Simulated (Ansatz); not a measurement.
# TaCl (quintet): from Hartree-Fock to the top rungs, def2-SVP

One table from this session's results is given with a row withheld; the runs are named, their logs left out.

Method: def2-SVP, core rule «outside noble gas», up to 9 orbitals frozen; program: Ansatz 0.2.0, Gaussian basis.

To be run: UHF; CCSD(T) on ROHF; CCSD(T) on UHF; CISD; CCSDT(Q) on ROHF; CCSDT(Q) on UHF.

25 further runs of the same task are left out: 11 for a known fault of the program, 7 that didn't finish, 7 set aside as unsound or not needed.

### The system

The geometry is a PBE0/def2-TZVP stationary point (not a proven minimum). No spin-orbit coupling is included. Elements past krypton take def2 core potentials.

2 atoms, charge 0, spin multiplicity 5.

Atoms are counted from 1 here; the program's logs count them from 0.

Bond lengths: Ta1–Cl2 2.292 Å.

Set-up of the first run:

Input file in.yaml:

```yaml
crystal:
  periodic: [false, false, false]
  atoms:
    - {symbol: Ta, position_ang: [0.000000, 0.000000, 0.000000]}
    - {symbol: Cl, position_ang: [0.000000, 0.000000, 2.292200]}
basis:
  gaussian: {orbitals: def2-SVP}
magnetization: {spin_polarized: true, initial_magnetization: 4}
hamiltonian: {xc: hf}
output: {orbitals: {seedname: orbitals}}
```

Run with:

```console
$ ansatz run in.yaml --threads 1 --pin off --events-out ev --progress --plain --max-ram 2393MiB
```

Steps of the session up to this table: UHF; CCSD(T) on ROHF; CCSD(T) on UHF; CISD; CCSDT(Q) on ROHF; CCSDT(Q) on UHF.

One table of the session follows, with a row left open; its other results are not shown here.

```
   method  from RCCSDT(Q) (meV)
     ROHF               +5674.6
      UHF               +5541.1
     RMP2                +718.8
     UMP2                +610.6
    RCCSD                +182.6
    UCCSD                 +89.6
 RCCSD(T)                 +35.1
 UCCSD(T)                     ?
   RCCSDT                  +9.9
   UCCSDT                 -79.2
RCCSDT(Q)                     0
UCCSDT(Q)                 -92.0
```

**Question.** Estimate the row for UCCSD(T).

The run gave: from RCCSDT(Q) (meV): -56.3. In the column «from RCCSDT(Q) (meV)» it lies between UCCSDT (-79.2) and RCCSDT(Q) (0).

Not comparable, so not listed: CISD (they don't share determinant, frozen orbitals or solution with the rows shown, or repeat one).

Caveats from the session: Restricted and unrestricted rows rest on different reference determinants; where their highest levels disagree by more than a few hundredths of an eV, they describe different states and don't form one ladder.
